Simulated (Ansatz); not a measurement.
# HPbNO4 (P1) in Ansatz: convergence with k mesh

Aim: find how far k mesh must go before the results for HPbNO4 settle, at PBE. This setting moves, with any that are tied to it; all else stays.

Program: Ansatz 0.2.0. These are calculated values, not measurements. Logs are shortened: lines on timing, memory, paths and dates and some standing lists are left out, and cuts for length are marked.

## (1) The structure

The typed cell holds 7 atoms: a = 4.275 Å, b = 5.609 Å, c = 5.670 Å, α = 100.02°, β = 111.92°, γ = 111.82°.

The cell was built by a generator and needn't be a form met in nature.

## (2) With k mesh 3 × 2 × 2

File input.yaml:

```yaml
crystal:
  lattice:
    - [4.27531, -0.0004, 0.00636]
    - [-2.08399, 5.20775, -0.04907]
    - [-2.12377, -1.86574, 4.91491]
  atoms:
    - { symbol: H, position: [0.99073, 0.0333, 0.90994] }
    - { symbol: Pb, position: [0.50274, 0.81989, 0.14287] }
    - { symbol: "N", position: [0.00838, 0.47408, 0.50265] }
    - { symbol: O, position: [0.99816, 0.92741, 0.02877] }
    - { symbol: O, position: [0.19467, 0.73435, 0.60852] }
    - { symbol: O, position: [0.81673, 0.35882, 0.24556] }
    - { symbol: O, position: [0.01381, 0.33121, 0.65217] }
hamiltonian:
  xc: pbe
  pseudopotentials: { kind: paw, azcp: { folder: soft_1 } }
kpoints:
  mp_grid: { grid: [3, 2, 2] }
scf:
  occupations: { method: fermi_dirac, width: 0.05 }
output:
  forces: true
  stress: true
  eigenvalues: true
```

Potentials or basis: Ansatz PAW soft_1.

On the command line:

```
$ ansatz run input.yaml --threads 8 --pin off --max-ram 20480MiB --backend cpu --events-out ev --progress --plain --runs-dir out
```

It took 0.76 s on 8 threads of Intel Xeon Platinum 8259CL at 2.50GHz (Skylake/Cascade Lake), shared host; peak memory 0.45 GiB.

What came out:

- Free energy: -14573.8264 eV
- Pressure: 0.1 GPa
- Largest force: 0.031 eV/Å
- Band gap on the k mesh: 3.32 eV, indirect (least direct gap 3.35 eV)

## (3) With k mesh 4 × 3 × 3

input.yaml: that of step 2 with these lines changed.

```diff
@@ -17,3 +17,3 @@
 kpoints:
-  mp_grid: { grid: [3, 2, 2] }
+  mp_grid: { grid: [4, 3, 3] }
 scf:
```

Potentials or basis: Ansatz PAW soft_1.

On the command line:

```
$ ansatz run input.yaml --threads 8 --pin off --max-ram 20480MiB --backend cpu --events-out ev --progress --plain --runs-dir out
```

Wall time 1.3 s (8 threads of Intel Xeon Platinum 8259CL at 2.50GHz (Skylake/Cascade Lake), shared host); peak memory 0.51 GiB.

What came out:

```yaml
Free_energy: -14573.8297 eV
Pressure: 0.1 GPa
Largest_force: 0.023 eV/Å
Band_gap_on_the_k_mesh: 2.87 eV, indirect (least direct gap 3.18 eV)
```

## (4) With k mesh 5 × 3 × 3

input.yaml: that of step 3 with these lines changed.

```diff
@@ -17,3 +17,3 @@
 kpoints:
-  mp_grid: { grid: [4, 3, 3] }
+  mp_grid: { grid: [5, 3, 3] }
 scf:
```

On the command line:

```
$ ansatz run input.yaml --threads 8 --pin off --max-ram 20480MiB --backend cpu --events-out ev --progress --plain --runs-dir out
```

It took 1.4 s on 8 threads of Intel Xeon Platinum 8259CL at 2.50GHz (Skylake/Cascade Lake), shared host; peak memory 0.51 GiB.

Results:

```yaml
Free_energy: -14573.8296 eV
Pressure: 0.1 GPa
Largest_force: 0.023 eV/Å
Band_gap_on_the_k_mesh: 2.95 eV, indirect (least direct gap 3.19 eV)
```

## (5) With k mesh 6 × 4 × 4

input.yaml: that of step 4 with these lines changed.

```diff
@@ -17,3 +17,3 @@
 kpoints:
-  mp_grid: { grid: [5, 3, 3] }
+  mp_grid: { grid: [6, 4, 4] }
 scf:
```

On the command line:

```
$ ansatz run input.yaml --threads 8 --pin off --max-ram 20480MiB --backend cpu --events-out ev --progress --plain --runs-dir out
```

Wall time 2.5 s (8 threads of Intel Xeon Platinum 8259CL at 2.50GHz (Skylake/Cascade Lake), shared host); peak memory 0.56 GiB.

What came out:

```
Free energy            : -14573.8296 eV
Pressure               : 0.1 GPa
Largest force          : 0.023 eV/Å
Band gap on the k mesh : 2.87 eV, indirect (least direct gap 3.18 eV)
```

## (6) With k mesh 7 × 5 × 5

input.yaml: that of step 5 with these lines changed.

```diff
@@ -17,3 +17,3 @@
 kpoints:
-  mp_grid: { grid: [6, 4, 4] }
+  mp_grid: { grid: [7, 5, 5] }
 scf:
```

Potentials or basis: Ansatz PAW soft_1.

On the command line:

```
$ ansatz run input.yaml --threads 8 --pin off --max-ram 20480MiB --backend cpu --events-out ev --progress --plain --runs-dir out
```

Wall time 4.9 s (8 threads of Intel Xeon Platinum 8259CL at 2.50GHz (Skylake/Cascade Lake), shared host); peak memory 0.62 GiB.

Results (log left out):

- Free energy: -14573.8296 eV
- Pressure: 0.1 GPa
- Largest force: 0.023 eV/Å
- Band gap on the k mesh: 2.91 eV, indirect (least direct gap 3.14 eV)

## (7) With k mesh 9 × 6 × 6

input.yaml: that of step 6 with these lines changed.

```diff
@@ -17,3 +17,3 @@
 kpoints:
-  mp_grid: { grid: [7, 5, 5] }
+  mp_grid: { grid: [9, 6, 6] }
 scf:
```

On the command line:

```
$ ansatz run input.yaml --threads 8 --pin off --max-ram 20480MiB --backend cpu --events-out ev --progress --plain --runs-dir out
```

Run time: 7.2 s. Hardware: 8 threads of Intel Xeon Platinum 8259CL at 2.50GHz (Skylake/Cascade Lake), shared host; peak memory 0.77 GiB.

It converged, with:

- Free energy: -14573.8295 eV
- Pressure: 0.1 GPa
- Largest force: 0.023 eV/Å
- Band gap on the k mesh: 2.85 eV, indirect (least direct gap 3.13 eV)

## (8) With k mesh 11 × 8 × 8

input.yaml: that of step 7 with these lines changed.

```diff
@@ -17,3 +17,3 @@
 kpoints:
-  mp_grid: { grid: [9, 6, 6] }
+  mp_grid: { grid: [11, 8, 8] }
 scf:
```

On the command line:

```
$ ansatz run input.yaml --threads 8 --pin off --max-ram 20480MiB --backend cpu --events-out ev --progress --plain --runs-dir out
```

Run time: 15 s. Hardware: 8 threads of Intel Xeon Platinum 8259CL at 2.50GHz (Skylake/Cascade Lake), shared host; peak memory 1.1 GiB.

The run converged. Its results:

```
Free energy            : -14573.8295 eV
Pressure               : 0.1 GPa
Largest force          : 0.023 eV/Å
Band gap on the k mesh : 2.85 eV, indirect (least direct gap 3.14 eV)
```

## (9) With k mesh 13 × 9 × 9

input.yaml: that of step 8 with these lines changed.

```diff
@@ -17,3 +17,3 @@
 kpoints:
-  mp_grid: { grid: [11, 8, 8] }
+  mp_grid: { grid: [13, 9, 9] }
 scf:
```

Potentials or basis: Ansatz PAW soft_1.

On the command line:

```
$ ansatz run input.yaml --threads 8 --pin off --max-ram 20480MiB --backend cpu --events-out ev --progress --plain --runs-dir out
```

Log:

```text
Warning: RAYON_NUM_THREADS=8 ignored (pool sized by the plan → 8); use --threads N
Engine: ansatz 0.2.0, x86_64-unknown-linux-gnu
Pseudopotentials: kind: paw
Pseudopotential: H, paw, valence charge 1, recommended cutoff 420 eV (normal), <dir>
Pseudopotential: Pb, paw, valence charge 14, recommended cutoff 420 eV (normal), <dir>
Pseudopotential: N, paw, valence charge 5, recommended cutoff 420 eV (normal), <dir>
Pseudopotential: O, paw, valence charge 6, recommended cutoff 420 eV (normal), <dir>
Functional definition: PBE
  parameter kappa = 0.804
  parameter beta = 0.06672455060314922
  exchange = pbe_x(kappa = kappa, mu = beta*pi^2/3)
  correlation = pbe_c(beta = beta)
Crystal: 7 atoms, lattice volume = 109.129 Å³
Basis set: ecut = 420 eV, 2143 PW (Γ), exchange–correlation on 60×80×80 points (8 copies of the dense FFT grid, shifted against one another)
Bands: 29, of which v1, the nominal top of the filled ones, is band 22 counted from 1 (21 counted from 0)
Symmetry: 1 space group operations
Space group: P1 (ITA 1), of the structure as read, at distance tolerance 4.8e-5 Å
k-points: 527 of 1053 (time reversal used)
Non-local potential: H, projectors of the file, l = 0: 2, l = 1: 1
Non-local potential: Pb, projectors of the file, l = 0: 2, l = 1: 2, l = 2: 2, l = 3: 1
Non-local potential: N, projectors of the file, l = 0: 2, l = 1: 2, l = 2: 1
Non-local potential: O, projectors of the file, l = 0: 2, l = 1: 2, l = 2: 1
PAW form: soft (Blöchl's): semilocal exchange-correlation on the pseudo side does not see the compensation charge
PAW one-centre angular grid: H, 110 points (default); XC on 64 Gauss nodes
PAW one-centre angular grid: Pb, 590 points (default); XC on 64 Gauss nodes
PAW one-centre angular grid: N, 110 points (default); XC on 64 Gauss nodes
PAW one-centre angular grid: O, 110 points (default); XC on 64 Gauss nodes
Initial density: superposition of atomic densities (chi_scale 0.1, normalization cell, long waves kept (reshape's long-wave potential 0.10 eV rms))
Initial wavefunctions: pseudopotential atomic-orbital guess
Functional: x = pbe(κ = 0.804, μ = 0.2195149727645171), c = pbe(β = 0.06672455060314922)
SCF iter   1: F=—  HF=-14577.005960 eV  |F-HF|=—  |Δ(HF+E_count)|=         —  Δρ=1.00e-1  dr2=1.15e1  ethr=3.10e-3  ⟨swp⟩=7.6  Hψ=74440  notcnv=0
preconditioner: auto → Resta (q_TF=auto, 2.345 Å⁻¹)  ε∞=2.9  [insulator: Δε(μ)=3.720 eV  Ē_g=16.981 eV  σ=0.050 eV  W_gap=1.00  n_scr=24 (ndim 8)  ℏωp=23.6 eV  f_vac=0.122  D(μ)=0.00/eV (n_scr^D=0)  ε∞_Penn≈2.9]
SCF iter   2: F=—  HF=-14574.180332 eV  |F-HF|=—  |Δ(HF+E_count)|=    2.83e0  Δρ=4.81e-2  dr2=1.24e0  ethr=3.10e-3  ⟨swp⟩=3.3  Hψ=36384  notcnv=0  defer=1297
SCF iter   3: F=—  HF=-14573.914776 eV  |F-HF|=—  |Δ(HF+E_count)|=   2.66e-1  Δρ=2.03e-2  dr2=3.66e-1  ethr=2.82e-3  ⟨swp⟩=3.4  Hψ=31838  notcnv=0  defer=862
automatic band count: iteration 3 solves 28 bands in place of 29: the levels show a gap, and the empty bands left out lie too high to hold charge; the band table lists the bands solved (type scf.n_extra_bands for more)
SCF iter   4: F=—  HF=-14573.846035 eV  |F-HF|=—  |Δ(HF+E_count)|=   6.87e-2  Δρ=8.34e-3  dr2=7.51e-2  ethr=8.31e-4  ⟨swp⟩=3.2  Hψ=20438  notcnv=0  defer=362
automatic band count: iteration 4 solves 27 bands in place of 28: the levels show a gap, and the empty bands left out lie too high to hold charge; the band table lists the bands solved (type scf.n_extra_bands for more)
SCF iter   5: F=—  HF=-14573.829740 eV  |F-HF|=—  |Δ(HF+E_count)|=   1.63e-2  Δρ=2.71e-3  dr2=8.67e-3  ethr=1.71e-4  ⟨swp⟩=3.1  Hψ=31514  notcnv=0  defer=528
SCF iter   6: F=—  HF=-14573.829149 eV  |F-HF|=—  |Δ(HF+E_count)|=   5.91e-4  Δρ=1.31e-3  dr2=1.88e-3  ethr=1.97e-5  ⟨swp⟩=2.0  Hψ=26623  notcnv=0
automatic band count: iteration 6 solves 26 bands in place of 27: the levels show a gap, and the empty bands left out lie too high to hold charge; the band table lists the bands solved (type scf.n_extra_bands for more)
SCF iter   7: F=—  HF=-14573.829405 eV  |F-HF|=—  |Δ(HF+E_count)|=   2.56e-4  Δρ=3.18e-4  dr2=1.66e-4  ethr=4.27e-6  ⟨swp⟩=2.0  Hψ=19094  notcnv=0
SCF iter   8: F=—  HF=-14573.829507 eV  |F-HF|=—  |Δ(HF+E_count)|=   1.02e-4  Δρ=1.96e-4  dr2=3.77e-5  ethr=3.78e-7  ⟨swp⟩=2.0  Hψ=25109  notcnv=0
SCF iter   9: F=—  HF=-14573.829512 eV  |F-HF|=—  |Δ(HF+E_count)|=   4.86e-6  Δρ=6.04e-5  dr2=3.76e-6  ethr=8.56e-8  ⟨swp⟩=2.0  Hψ=23451  notcnv=0
SCF iter  10: F=—  HF=-14573.829516 eV  |F-HF|=—  |Δ(HF+E_count)|=   3.94e-6  Δρ=1.24e-5  dr2=1.94e-7  ethr=8.54e-9  ⟨swp⟩=2.0  Hψ=23125  notcnv=0
SCF iter  11: F=-14573.829516 eV  HF=-14573.829516 eV  |F-HF|=3.78e-9  |Δ(HF+E_count)|=   2.52e-7  Δρ=5.84e-6  dr2=3.38e-8  ethr=2.27e-10  ⟨swp⟩=7.0  Hψ=70679  notcnv=0
SCF 1 converged in 11 iterations: F = -14573.829516 eV  dr2 = 3.38e-8
SCF converged after 11 iterations
Free energy (F): -14573.829516 eV
Harris-Foulkes:  -14573.829516 eV  (|F-HF|=3.78e-9)
Internal energy: -14573.829516 eV  (E = F + TS)
E sigma→0 (E₀):  -14573.829516 eV
Fermi energy:    3.899161 eV
--- Per-component energies (eV) ---
  E_band       = -323.368733
  E_kinetic    = 1103.687375
  E_local      = -3738.760899  (includes V_loc(G=0)·N_el)
  E_nonlocal   = 550.889522
  E_hartree    = 1401.006091
  E_xc         = -556.306056
  E_vxc        = -583.916337  (∫ρ·V_xc dr)
  E_paw        = -11168.327618  (= ΣΔE_a)
  E_vpaw       = -457.280580  (= ΣTr[D̂ρ^β])
  E_aug_tail   = 0.002900  (compensation charges beyond the density's cutoff)
  E_ewald      = -2166.020832
  E_smearing   = -0.000000  (= −TS)
  E_closure    = -0.000000  (closes the sum)
  Σ components = -14573.829516   (vs F -14573.829516, Δ=0.00e0)
--- Forces (eV/Å), atoms counted from 1 ---
  atom   1  H      0.00010305     0.00990148    -0.00736177
  atom   2  Pb     0.00034815    -0.00213719     0.00157591
  atom   3  N     -0.00211116    -0.00420942    -0.00233089
  atom   4  O     -0.00015600    -0.00948542     0.00618321
  atom   5  O      0.00101451     0.02128865     0.00761790
  atom   6  O      0.00004244     0.00127912    -0.01996283
  atom   7  O      0.00076428    -0.01653377     0.01443282
  max |Σ_I F_I| component: 1.54e-4 eV/Å
--- Stress (GPa, compression-positive) ---
        0.020714       0.000922       0.005360
        0.000922       0.082718      -0.032806
        0.005360      -0.032806       0.099007
  P = ⅓ Tr σ = 0.0675 GPa (0.675 kbar)
--- Band table (eV; the first three rows and the last of 527) ---
  k-point 0: bands = ["-23.4595", "-17.9883", "-17.9657", "-15.2067", "-12.7756", "-12.7713", "-12.7037", "-12.6827", "-12.5042", "-7.5489", "-5.4479", "-5.1529", "-5.0301", "-3.7485", "-0.8257", "-0.7226", "-0.0847", "0.2136", "0.4399", "0.4555", "1.5180", "2.0825", "5.8384", "6.9901", "7.7122", "8.4510"]
  k-point 1: bands = ["-23.4590", "-17.9905", "-17.9655", "-15.2057", "-12.7782", "-12.7736", "-12.7035", "-12.6828", "-12.5013", "-7.5273", "-5.4487", "-5.1509", "-5.0320", "-3.8044", "-1.0023", "-0.5652", "0.0304", "0.1222", "0.4336", "0.5658", "1.5092", "2.0521", "5.8224", "6.9529", "7.5847", "8.6663"]
  k-point 2: bands = ["-23.4577", "-17.9959", "-17.9650", "-15.2031", "-12.7853", "-12.7787", "-12.7030", "-12.6829", "-12.4941", "-7.4708", "-5.4505", "-5.1509", "-5.0292", "-3.9477", "-1.1595", "-0.4672", "-0.0170", "0.3418", "0.4563", "0.7143", "1.4879", "1.9675", "5.7814", "6.8094", "7.4666", "9.0636"]
  k-point 526: bands = ["-23.4519", "-17.9886", "-17.9667", "-15.1216", "-12.7998", "-12.7835", "-12.6987", "-12.6578", "-12.4512", "-7.4423", "-5.6054", "-5.2371", "-5.0111", "-4.0611", "-2.5548", "-0.4061", "0.1749", "0.1916", "0.3597", "1.4971", "1.9279", "2.3601", "5.5756", "7.1820", "7.9393", "8.3100"]
```

Run time: 22 s. Hardware: 8 threads of Intel Xeon Platinum 8259CL at 2.50GHz (Skylake/Cascade Lake), shared host; peak memory 1.4 GiB.

What came out:

* Free energy: -14573.8295 eV
* Pressure: 0.1 GPa
* Largest force: 0.023 eV/Å
* Band gap on the k mesh: 2.84 eV, indirect (least direct gap 3.14 eV)

## (10) Result

```csv
k mesh,"energy less the tightest run, at zero smearing (meV/atom)",largest force (eV/Å),gap on the mesh (eV),SCF cycles,CPU time (s),peak memory (GiB)
3 × 2 × 2,0.44,0.031,3.317,11,4.1,0.45
4 × 3 × 3,-0.03,0.023,2.869,11,8,0.51
5 × 3 × 3,-0.01,0.023,2.951,11,9.2,0.51
6 × 4 × 4,-0.01,0.023,2.872,11,18,0.56
7 × 5 × 5,-0.01,0.023,2.910,12,35,0.62
9 × 6 × 6,0.00,0.023,2.850,11,54,0.77
11 × 8 × 8,0.00,0.023,2.845,11,120,1.1
13 × 9 × 9,0.00,0.023,2.839,11,170,1.4
```

Against the tightest run, the energy stays within 1 meV/atom from 3 × 2 × 2 on; the largest force stays within 0.005 eV/Å from 4 × 3 × 3 on; the gap on the mesh stays within 0.01 eV from 11 × 8 × 8 on. Meshes of other sizes hit other points, so gaps and Fermi surfaces needn't settle smoothly. The tightest run that finished is the yardstick and may itself not be fully converged.

Caveats: odd divisions of the mesh miss points on the zone boundary, where band edges often lie, so the gap on the mesh can be too wide; spin-orbit coupling is left out, which as a rule narrows the gap of such compounds by several tenths of an eV.
